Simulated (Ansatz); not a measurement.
# CH5FSSn: rigid scan of one bond angle

Wanted for CH5FSSn: a rigid scan of one bond angle. SMILES: F[CH2][SnH2][SH].

Program: Ansatz 0.2.0 through its Python package. Level of theory: r2SCAN0/def2-SVP. These are calculated values, not measurements.

### Step 1. The system

Bond lengths: F1–C2 1.317 Å, C2–Sn3 2.139 Å, Sn3–S4 2.358 Å, C2–H5 1.098 Å, C2–H6 1.109 Å, Sn3–H7 1.715 Å, Sn3–H8 1.809 Å, S4–H9 1.432 Å. Angles: F1–C2–Sn3 108.1°, F1–C2–H5 110.6°, F1–C2–H6 108.9°, Sn3–C2–H5 110.4°, Sn3–C2–H6 110.7°, H5–C2–H6 108.1°, C2–Sn3–S4 109.4°, C2–Sn3–H7 110.2°, C2–Sn3–H8 107.2°, S4–Sn3–H7 112.7°, S4–Sn3–H8 108.3°, H7–Sn3–H8 108.9°, Sn3–S4–H9 93.3°.

No structure file is read: the coordinates are typed or built in the script.

### Step 2. The script

File run_bend.py:

```python
'''Energy of CH5FSSn against one bond angle.'''

import ansatz as az
from ase import Atoms

config = {
    'basis': 'def2-SVP',
    'xc': 'r2scan0',
    'fmax': 0.02,
}

atoms = Atoms(['F', 'C', 'Sn', 'S', 'H', 'H', 'H', 'H', 'H'], positions=[
    (-0.5559, 1.4394, -1.2107),
    (0.5742, 0.9583, -0.7367),
    (0.1484, -0.8973, 0.238),
    (-1.2855, -0.5078, 2.0684),
    (1.0302, 1.6661, -0.0318),
    (1.2812, 0.8065, -1.5778),
    (-0.5016, -2.0191, -0.8848),
    (1.7158, -1.5416, 0.8704),
    (-2.3185, 0.0492, 1.248),
])

# start the scan from a relaxed geometry
first = (
    az.Crystal.molecule_from_ase(atoms).calculation()
    .basis(gaussian=config['basis'])
    .functional(config['xc'])
    .relax(force_tolerance=config['fmax'], max_steps=80)
)
atoms.positions = first.run().report['positions_ang']

rows = []
for angle in [90, 100, 110, 120, 135, 150, 165, 179]:
    bent = atoms.copy()
    bent.set_angle(2, 3, 8, angle, indices=[8])
    setup = (
        az.Crystal.molecule_from_ase(bent).calculation()
        .basis(gaussian=config['basis'])
        .functional(config['xc'])
    )
    rows.append((angle, setup.run().report['free_energy_ev']))
floor = min(e for _, e in rows)
for angle, e in rows:
    print(f'angle Sn2-S3-H8 = {angle:3d} deg   {1000 * (e - floor):9.1f} meV')
```

### Step 3. The input behind the calls

The engine receives this input (first run):

```yaml
crystal:
  periodic: [false, false, false]
  atoms:
    - { symbol: F, position_ang: [-0.5559, 1.4394, -1.2107] }
    - { symbol: C, position_ang: [0.5742, 0.9583, -0.7367] }
    - { symbol: Sn, position_ang: [0.1484, -0.8973, 0.238] }
    - { symbol: S, position_ang: [-1.2855, -0.5078, 2.0684] }
    - { symbol: H, position_ang: [1.0302, 1.6661, -0.0318] }
    - { symbol: H, position_ang: [1.2812, 0.8065, -1.5778] }
    - { symbol: H, position_ang: [-0.5016, -2.0191, -0.8848] }
    - { symbol: H, position_ang: [1.7158, -1.5416, 0.8704] }
    - { symbol: H, position_ang: [-2.3185, 0.0492, 1.248] }
basis:
  gaussian:
    orbitals: def2-SVP
hamiltonian:
  xc: r2scan0
relax:
  f_tol: 0.02
  max_steps: 80
```

### Step 4. Running it

Command:

```sh
python run_bend.py
```

Output:

```text
angle Sn2-S3-H8 =  90 deg         0.0 meV
angle Sn2-S3-H8 = 100 deg        45.7 meV
angle Sn2-S3-H8 = 110 deg       179.2 meV
angle Sn2-S3-H8 = 120 deg       387.4 meV
angle Sn2-S3-H8 = 135 deg       806.1 meV
angle Sn2-S3-H8 = 150 deg      1280.0 meV
angle Sn2-S3-H8 = 165 deg      1674.9 meV
angle Sn2-S3-H8 = 179 deg      1820.2 meV
```

Wall time 4.1 min (1 thread of Arm Neoverse V1, shared host); peak memory 0.31 GiB.

### Step 5. How the relaxation of run 0 went

Relaxation path:

```csv
step,E - E(step 1) (eV),largest force component (eV/Å)
1,0.0000,2.2149
2,-0.1729,1.6031
3,-0.2664,0.4653
4,-0.2640,0.4092
5,-0.2759,0.1276
6,-0.2771,0.0336
7,-0.2776,0.0340
8,-0.2781,0.0521
9,-0.2784,0.0468
10,-0.2789,0.0172
11,-0.2778,0.2825
12,-0.2807,0.0401
13,-0.2808,0.1918
14,-0.2821,0.0976
15,-0.2843,0.0469
16,-0.2855,0.0143
17,-0.2783,0.3318
18,-0.2860,0.0139
19,-0.2858,0.0878
20,-0.2862,0.0207
21,-0.2861,0.0173
22,-0.2862,0.0046
```

Step 1 is the start. Steps 4, 11, 17, 19, 21 were tried and not accepted.

Before: Bond lengths: F1–C2 1.317 Å, C2–Sn3 2.139 Å, Sn3–S4 2.358 Å, C2–H5 1.098 Å, C2–H6 1.109 Å, Sn3–H7 1.715 Å, Sn3–H8 1.809 Å, S4–H9 1.432 Å. Angles: F1–C2–Sn3 108.1°, F1–C2–H5 110.6°, F1–C2–H6 108.9°, Sn3–C2–H5 110.4°, Sn3–C2–H6 110.7°, H5–C2–H6 108.1°, C2–Sn3–S4 109.4°, C2–Sn3–H7 110.2°, C2–Sn3–H8 107.2°, S4–Sn3–H7 112.7°, S4–Sn3–H8 108.3°, H7–Sn3–H8 108.9°, Sn3–S4–H9 93.3°.

After: Bond lengths: F1–C2 1.376 Å, C2–Sn3 2.172 Å, Sn3–S4 2.414 Å, C2–H5 1.097 Å, C2–H6 1.097 Å, Sn3–H7 1.706 Å, Sn3–H8 1.704 Å, S4–H9 1.347 Å. Angles: F1–C2–Sn3 107.5°, F1–C2–H5 109.0°, F1–C2–H6 109.0°, Sn3–C2–H5 110.5°, Sn3–C2–H6 111.9°, H5–C2–H6 108.8°, C2–Sn3–S4 102.0°, C2–Sn3–H7 110.6°, C2–Sn3–H8 113.1°, S4–Sn3–H7 111.0°, S4–Sn3–H8 108.5°, H7–Sn3–H8 111.2°, Sn3–S4–H9 90.3°.

Run 0 is this relaxation; the runs after it count from 1.

### Step 6. The runs side by side

The 8 runs, in the order started:

```csv
run,energy from run 1 (eV),SCF cycles,CPU time (s)
1,0.0000,17,6.5
2,0.0457,17,6.5
3,0.1792,17,6.5
4,0.3874,17,6.8
5,0.8061,17,6.5
6,1.2800,17,6.4
7,1.6749,17,6.4
8,1.8202,17,6.4
```

### Step 7. What came out

```
                    quantity                    value
               runs compared                        8
angle Sn2-S3-H8 (as printed)  179 deg      1820.2 meV
```

All 8 runs converged. Run 0: After 16 moves the largest shift is 0.554 Å, of atom 9 (H). Notes:
- The scan is rigid, and the energies are electronic, in a modest basis. The zero is the lowest point of the grid, which needn't be the minimum.
- def2 sets replace the cores of elements past krypton by effective core potentials.
